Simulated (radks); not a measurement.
# Taking charge from the 2p level of Ar²⁺ in fractions

Aim: follow energy and eigenvalue as charge leaves the 2p level of Ar²⁺ bit by bit, and test Janak's theorem, Slater's transition state and the straight-line condition.

Program: radks (a radial shooting solver on a logarithmic mesh, Libxc functionals) version 1. Level of theory: non-relativistic Kohn-Sham, TPSS, spin-polarised, spherical densities, point nucleus; open shells are filled with parallel spins first. These are calculated values, not measurements, unless marked.

**1. What is computed**

- element: argon (Z = 18)
- charge: +2
- electrons: 16
- configuration: [He] 2s2 2p(up 3, down 3) 3s2 3p4

A shell typed twice in an input gives spin up, then spin down.

**2. Start: [He] 2s2 2p(up 3, down 3) 3s2 3p4**

Settings of this run:

```text
Z 18
configuration [He] 2s2 2p3 2p3 3s2 3p4
relativity non-relativistic
functional tpss,tpss
spin polarised
nucleus point
```

**3. 0.25 electron removed from 2p**

Settings of this run:

```text
Z 18
configuration [He] 2s2 2p3 2p2.75 3s2 3p4
relativity non-relativistic
functional tpss,tpss
spin polarised
nucleus point
```

**4. 0.5 electron removed from 2p**

Settings of this run:

```text
Z 18
configuration [He] 2s2 2p3 2p2.5 3s2 3p4
relativity non-relativistic
functional tpss,tpss
spin polarised
nucleus point
```

**5. 0.75 electron removed from 2p**

Settings of this run:

```text
Z 18
configuration [He] 2s2 2p3 2p2.25 3s2 3p4
relativity non-relativistic
functional tpss,tpss
spin polarised
nucleus point
```

**6. 1 electron removed from 2p**

Settings of this run:

```text
Z 18
configuration [He] 2s2 2p3 2p2 3s2 3p4
relativity non-relativistic
functional tpss,tpss
spin polarised
nucleus point
```

What does the calculation give? Wanted: for each run, removed; E − E(0); eigenvalue; E minus straight line.

**Answer**, as computed:

| removed (e) | E − E(0) (eV) | eigenvalue (eV) | E minus straight line (eV) |
| --- | --- | --- | --- |
| 0 | 0.000 | -260.16 | 0.000 |
| 0.25 | 66.358 | -270.73 | -4.038 |
| 0.5 | 135.38 | -281.48 | -5.411 |
| 0.75 | 207.11 | -292.38 | -4.078 |
| 1 | 281.59 | -303.44 | 0.000 |

**Reading.** Removing the whole electron costs 281.59 eV, against 260.16 eV from minus the starting eigenvalue. Slater's transition state, half an electron removed, gives 281.48 eV. The trapezoid integral of minus the eigenvalue gives 281.60 eV over the range, against 281.59 eV from the energies (Janak's theorem). The eigenvalue moves by 43.3 eV per electron. E bends below the straight line by 5.41 eV at 0.5 electron removed.
